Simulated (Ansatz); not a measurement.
# ZrB2: the cost of one run

Program: Ansatz 0.2.0. Level of theory: DFT PBE, scalar-relativistic, plane waves, PAW. These are calculated values, not measurements.

3 further runs of the same task are left out: 2 that didn't finish, 1 set aside as unsound or not needed.

**1. Starting point**

Symmetry: P6/mmm, No. 191, hexagonal system. The conventional cell has a = 3.171 Å, b = 3.171 Å, c = 3.542 Å, α = 90.00°, β = 90.00°, γ = 120.00°. Zr (site symmetry 6/mmm) has 12 B at 2.55 Å as nearest neighbours. B (site symmetry -6m2) has 3 B at 1.83 Å and 6 Zr at 2.55 Å as nearest neighbours.

As a file:

```
Zr B
1.0
     3.17133    0.00000    0.00000
    -1.58567    2.74645    0.00000
     0.00000    0.00000    3.54198
Zr B
1 2
Direct
  0.00000 0.00000 0.00000
  0.33333 0.66667 0.50000
  0.66667 0.33333 0.50000
```

It is the result of an earlier relaxation at this level (volume 10.28 Å³/atom; gap on the mesh: none (metal)).

**2. Static run: bands, density of states and charges**

File input.yaml:

```yaml
crystal:
  lattice:
    - [3.1713308747, 0.0, 0.0]
    - [-1.5856654374, 2.7464531013, 0.0]
    - [0.0, 0.0, 3.5419829896]
  atoms:
    - { symbol: Zr, position: [0.0, 0.0, 0.0] }
    - { symbol: B, position: [0.3333333333, 0.6666666667, 0.5] }
    - { symbol: B, position: [0.6666666667, 0.3333333333, 0.5] }
basis:
  ecutwfc: 420
kpoints:
  mp_grid: { grid: [18, 18, 12] }
  band_path:
    path:
      - [[0.0, 0.0, 0.0], [0.5, 0.0, 0.0], [0.33333333, 0.33333333, 0.0], [0.0, 0.0, 0.0], [0.0, 0.0, 0.5], [0.5, 0.0, 0.5], [0.33333333, 0.33333333, 0.5], [0.0, 0.0, 0.5]]
      - [[0.5, 0.0, 0.5], [0.5, 0.0, 0.0]]
      - [[0.33333333, 0.33333333, 0.5], [0.33333333, 0.33333333, 0.0]]
    npoints: 14
hamiltonian:
  xc: pbe
scf:
  occupations: { method: gaussian, width: 0.1 }
  n_extra_bands: 7
output:
  forces: true
  stress: true
  eigenvalues: true
  populations: true
  dos: { projected: true, de: 0.02, nscf_kmesh: { grid: [27, 27, 18] } }
  bader: true
```

On the command line:

```
ansatz run input.yaml --threads 1 --pin off --max-ram 2560MiB --backend cpu --events-out ev --progress --plain --runs-dir out
```

What time and memory should one allow on 1 thread of Arm Neoverse V1, shared host?

About 34 s, with a peak of 0.46 GiB.
